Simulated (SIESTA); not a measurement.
Ho:

```
Ho
1.0
     3.57730    0.00000    0.00000
    -1.78865    3.09803    0.00000
     0.00000    0.00000    5.61580
Ho
2
Direct
  0.66667 0.33333 0.75000
  0.33333 0.66667 0.25000
```

- Program: SIESTA 5.4.2
- Task: single point
- Functional: PBE
- Potentials or basis: PseudoDojo 3+ lanthanides (4f in the core) (PBE files)
- Basis: DZP (energy shift 0.003 Ry; two zetas on semicore shells)
- Grid cutoff: 800 Ry
- Energy shift: 0.003 Ry
- k mesh: 9 × 9 × 5
- Occupations: fermi-dirac, width 0.05 eV
- Spin: collinear spin, ferromagnetic start
- Starting moments: [4.0, 4.0] μB

On this cell: pressure 0.0 GPa; largest force under 0.003 eV/Å; net moment 0.00 μB per cell; band gap on the k mesh none (metal or under the smearing width).

The same run follows on a disturbed copy (atoms moved at random, drawn with an rms of 0.05 Å):

```
Ho
1.0
     3.57730    0.00000    0.00000
    -1.78865    3.09803    0.00000
     0.00000    0.00000    5.61580
Ho
2
Direct
  0.66014 0.32243 0.74660
  0.32466 0.65895 0.24798
```

Problem. What changes?

Solution. The energy (extrapolated to zero smearing) moves by +0.2 meV/atom; pressure 0.0 GPa; largest force 0.037 eV/Å; net moment 0.00 μB per cell; band gap on the k mesh none (metal or under the smearing width).

Forces in eV/Å, atoms in the order of the input:
```
Ho  -0.019  0.014  0.028
Ho   0.019 -0.014 -0.028
```

Stress tensor (GPa, compression positive):
```
 0.11  0.05  0.00
 0.05  0.19  0.00
 0.00  0.00 -0.41
```

Caveats: the magnetic or orbital state may not be the lowest; short orbitals over semicore shells can move pressures by several GPa; spin-orbit coupling is left out, which moves the levels of the heavy elements; the 4f electrons are frozen in the core as for a trivalent ion, so they carry no moment and show no levels; the basis of atomic orbitals isn't converged, which shifts pressures, moduli and gaps.
